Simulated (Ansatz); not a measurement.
# CH₄FInO: a ladder of functionals and wavefunction methods

Aim: compute CH₄FInO with functionals from several rungs and with coupled cluster. The yardstick is the atomisation energy at the CCSD(T) limit.

Program: Ansatz 0.2.0, Gaussian basis. Level of theory: functionals in def2-TZVPP, the program's frozen cores in correlated methods. These are calculated values, not measurements.

Levels to be run: LDA (SPW92), PBE-D4, revPBE-D4, BLYP-D4, r2SCAN-D4, B97M-V, PBE0-D4, B3LYP-D4, r2SCANh-D4, r2SCAN0-D4, HSE06-D4, BHLYP-D4, CAM-B3LYP-D4, LC-ωPBE, ωB97X-V, ωB97M-V, B2PLYP, PBE-QIDH; CCSD(T)/def2-SVP; CCSD(T)/def2-TZVPP; MP2/def2-QZVPP; extrapolation to the limit; RPA on PBE.

**1. The relaxed structure**

An earlier PBE0-D4 in a triple-zeta def2 set relaxation fixed the geometry. In takes the def2 core potential; no spin-orbit term is included.

SMILES `[CH3][In]([OH])[F]`, 8 atoms, charge 0, spin multiplicity 1.

Atoms are counted from 1 here; the program's logs count them from 0.

Bond lengths: C1–In2 2.126 Å, C1–H5 1.090 Å, C1–H6 1.088 Å, C1–H7 1.090 Å, In2–O3 1.973 Å, In2–F4 1.952 Å, O3–H8 0.960 Å. Angles: In2–C1–H5 109.6°, In2–C1–H6 108.5°, In2–C1–H7 109.7°, H5–C1–H6 109.9°, H5–C1–H7 109.1°, H6–C1–H7 110.0°, C1–In2–O3 135.6°, C1–In2–F4 118.5°, O3–In2–F4 105.9°, In2–O3–H8 113.5°.

**2. LDA**

This LDA is Slater exchange with PW92 correlation.

The input, in.yaml:

```yaml
crystal:
  periodic: [false, false, false]
  atoms:
    - {symbol: C, position_ang: [-1.246063, 0.547477, -0.059126]}
    - {symbol: In, position_ang: [0.595543, -0.487850, -0.293784]}
    - {symbol: O, position_ang: [2.297950, -0.578068, 0.700242]}
    - {symbol: F, position_ang: [0.805424, -1.681396, -1.824650]}
    - {symbol: H, position_ang: [-1.070250, 1.621886, -0.104393]}
    - {symbol: H, position_ang: [-1.915022, 0.247268, -0.863492]}
    - {symbol: H, position_ang: [-1.688071, 0.297971, 0.904984]}
    - {symbol: H, position_ang: [2.312589, -0.024388, 1.484420]}
basis:
  gaussian: {orbitals: def2-TZVPP}
hamiltonian: {xc: lda}
output: {orbitals: {seedname: orbitals}}
```

After this run come: PBE-D4 (GGA); revPBE-D4 (GGA); BLYP-D4 (GGA); r2SCAN-D4 (meta-GGA); B97M-V (meta-GGA); PBE0-D4 (hybrid); B3LYP-D4 (hybrid); r2SCANh-D4 (hybrid); r2SCAN0-D4 (hybrid); HSE06-D4 (hybrid); BHLYP-D4 (hybrid); CAM-B3LYP-D4 (range-separated); LC-ωPBE-D4 (range-separated); ωB97X-V (range-separated); ωB97M-V (range-separated); B2PLYP (double hybrid); PBE-QIDH (double hybrid); CCSD(T) in def2-SVP; CCSD(T) in def2-TZVPP; MP2 in def2-QZVPP; RPA on PBE orbitals.

**Question.** What will the summary of the whole plan be? Wanted: atomisation energy, CCSD(T)/CBS; farthest beyond LDA; mean size of error, GGA; mean size of error, meta-GGA; mean size of error, hybrid; mean size of error, range-separated; mean size of error, double hybrid; gap, smallest and largest; T1 diagnostic.

The runs gave:

| quantity | value |
| --- | --- |
| atomisation energy, CCSD(T)/CBS | 2728.5 kJ/mol |
| functionals within 27.3 kJ/mol (1.0 %) | PBE-D4, r2SCAN-D4, CAM-B3LYP-D4, LC-ωPBE, ωB97X-V, ωB97M-V |
| farthest beyond LDA | BHLYP-D4 (-157.1 kJ/mol) |
| mean size of error, GGA | 41.0 kJ/mol |
| mean size of error, meta-GGA | 28.1 kJ/mol |
| mean size of error, hybrid | 77.3 kJ/mol |
| mean size of error, range-separated | 22.3 kJ/mol |
| mean size of error, double hybrid | 62.3 kJ/mol |
| gap, smallest and largest | 4.69 eV (BLYP-D4), 12.08 eV (LC-ωPBE) |
| T1 diagnostic | 0.0157 |
| triples share of the correlation energy | 3.3 % |

In words: The LDA atomisation energy is off by 386.8 kJ/mol (14 %): it overbinds. PBE-D4 misses by +18.5 kJ/mol. Double hybrids carry the basis error of their MP2 part in triple zeta, and no dispersion term here, so their miss is partly the set-up's. Taken by rung, range-separated functionals do best (22.3 kJ/mol on average) and hybrid ones worst beyond LDA (77.3 kJ/mol). The gap between the best rungs is small, so their order is not settled. The mean of the hybrids holds BHLYP, with half exact exchange. Misses under about 27.3 kJ/mol are within the doubt on the reference itself, which lacks core-valence correlation, spin-orbit coupling and higher excitations, and its outer-core shells are covered unevenly. All levels share the lack of spin-orbit coupling, which lowers the free heavy atoms and so the true binding. Hartree-Fock recovers 69 % of the binding; the rest is correlation. CCSD(T) in def2-SVP is off by -207.4 kJ/mol, more than most functionals: a good method in a small basis is no reference. The gap grows from 4.7 to 12.1 eV across the functionals, mostly with the share of exact exchange. Correlated methods include outer-core shells of In, which these sets cover unevenly.
